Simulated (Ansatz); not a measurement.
# ClH4NOSi: one species, many methods

One table from this session's results is given with a row withheld; the runs are named, their logs left out.

Computed with Ansatz 0.2.0, Gaussian basis. Level: functionals in def2-TZVPP, the program's frozen cores in correlated methods.

Plan: LDA (SPW92), PBE-D4, revPBE-D4, BLYP-D4, r2SCAN-D4, B97M-V, PBE0-D4, B3LYP-D4, r2SCANh-D4, r2SCAN0-D4, HSE06-D4, BHLYP-D4, CAM-B3LYP-D4, LC-ωPBE, ωB97X-V, ωB97M-V, B2PLYP, PBE-QIDH; CCSD(T)/def2-SVP; CCSD(T)/def2-TZVPP; MP2/def2-QZVPP; extrapolation to the limit; RPA on PBE.

## The relaxed structure

The geometry comes from an earlier relaxation with PBE0-D4 in a triple-zeta def2 set; it is a stationary point, not always the lowest conformer.

8 atoms, charge 0, spin multiplicity 1.

Atoms are counted from 1 here; the program's logs count them from 0.

Bond lengths: N1–Si2 1.700 Å, N1–H5 1.006 Å, N1–H6 1.007 Å, Si2–O3 1.631 Å, Si2–Cl4 2.058 Å, Si2–H7 1.474 Å, O3–H8 0.960 Å. Angles: Si2–N1–H5 120.7°, Si2–N1–H6 121.4°, H5–N1–H6 112.4°, N1–Si2–O3 111.2°, N1–Si2–Cl4 104.5°, N1–Si2–H7 117.4°, O3–Si2–Cl4 112.6°, O3–Si2–H7 103.8°, Cl4–Si2–H7 107.5°, Si2–O3–H8 116.7°.

Coordinates:

```xyz
8
ClH4NOSi
N    -0.7498    0.8856   -0.2890
Si    0.5244   -0.2262   -0.1153
O     0.5513   -0.8613    1.3869
Cl    0.1731   -1.6416   -1.5669
H    -1.2172    0.9980   -1.1727
H    -0.8069    1.7124    0.2830
H     1.8967    0.2772   -0.3085
H    -0.2795   -1.2012    1.7267
```

Set-up of the first run:

Input file in.yaml:

```yaml
crystal:
  periodic: [false, false, false]
  atoms:
    - {symbol: N, position_ang: [-0.749775, 0.885590, -0.288963]}
    - {symbol: Si, position_ang: [0.524440, -0.226193, -0.115272]}
    - {symbol: O, position_ang: [0.551256, -0.861285, 1.386906]}
    - {symbol: Cl, position_ang: [0.173097, -1.641551, -1.566899]}
    - {symbol: H, position_ang: [-1.217214, 0.997958, -1.172733]}
    - {symbol: H, position_ang: [-0.806931, 1.712374, 0.283027]}
    - {symbol: H, position_ang: [1.896719, 0.277160, -0.308550]}
    - {symbol: H, position_ang: [-0.279492, -1.201153, 1.726685]}
basis:
  gaussian: {orbitals: def2-TZVPP}
hamiltonian: {xc: lda}
output: {orbitals: {seedname: orbitals}}
```

Among the steps run: LDA; PBE-D4 (GGA); revPBE-D4 (GGA); BLYP-D4 (GGA); r2SCAN-D4 (meta-GGA); B97M-V (meta-GGA); PBE0-D4 (hybrid); B3LYP-D4 (hybrid); r2SCANh-D4 (hybrid); r2SCAN0-D4 (hybrid); HSE06-D4 (hybrid); BHLYP-D4 (hybrid); CAM-B3LYP-D4 (range-separated); LC-ωPBE-D4 (range-separated; the results give it without D4); ωB97X-V (range-separated); ωB97M-V (range-separated); B2PLYP (double hybrid); PBE-QIDH (double hybrid).

One of the session's tables, all rows but one given; the rest of the session is left out.

It belongs to the step «Frontier levels by functional». 

| functional | HOMO (eV) | LUMO (eV) | gap (eV) |
| --- | --- | --- | --- |
| LDA (SPW92) | -6.67 | -0.28 | 6.39 |
| PBE-D4 | -6.50 | -0.13 | 6.37 |
| revPBE-D4 | -6.43 | -0.06 | 6.38 |
| BLYP-D4 | -6.38 | -0.16 | 6.22 |
| r2SCAN-D4 | -6.83 | 0.54 | 7.37 |
| B97M-V | -6.92 | 0.10 | 7.02 |
| PBE0-D4 | -7.98 | 0.73 | 8.71 |
| B3LYP-D4 | ? | ? | ? |
| r2SCANh-D4 | -7.38 | 0.81 | 8.19 |
| r2SCAN0-D4 | -8.21 | 1.18 | 9.39 |
| HSE06-D4 | -7.57 | 0.36 | 7.93 |
| BHLYP-D4 | -9.37 | 1.36 | 10.73 |
| CAM-B3LYP-D4 | -9.44 | 1.50 | 10.94 |
| LC-ωPBE | -10.88 | 2.83 | 13.71 |
| ωB97X-V | -10.48 | 2.63 | 13.11 |
| ωB97M-V | -10.37 | 2.16 | 12.53 |

**Question.** Estimate the row for B3LYP-D4.

Worked estimate for «HOMO (eV)». Against the share of exact exchange, BLYP-D4 (0, -6.38), BHLYP-D4 (0.5, -9.37) give a slope of -5.98 per unit share; at 0.2 the line stands at -7.58.

The run gave: HOMO (eV): -7.73; LUMO (eV): 0.37; gap (eV): 8.09. In «HOMO (eV)» the line misses by +0.15.
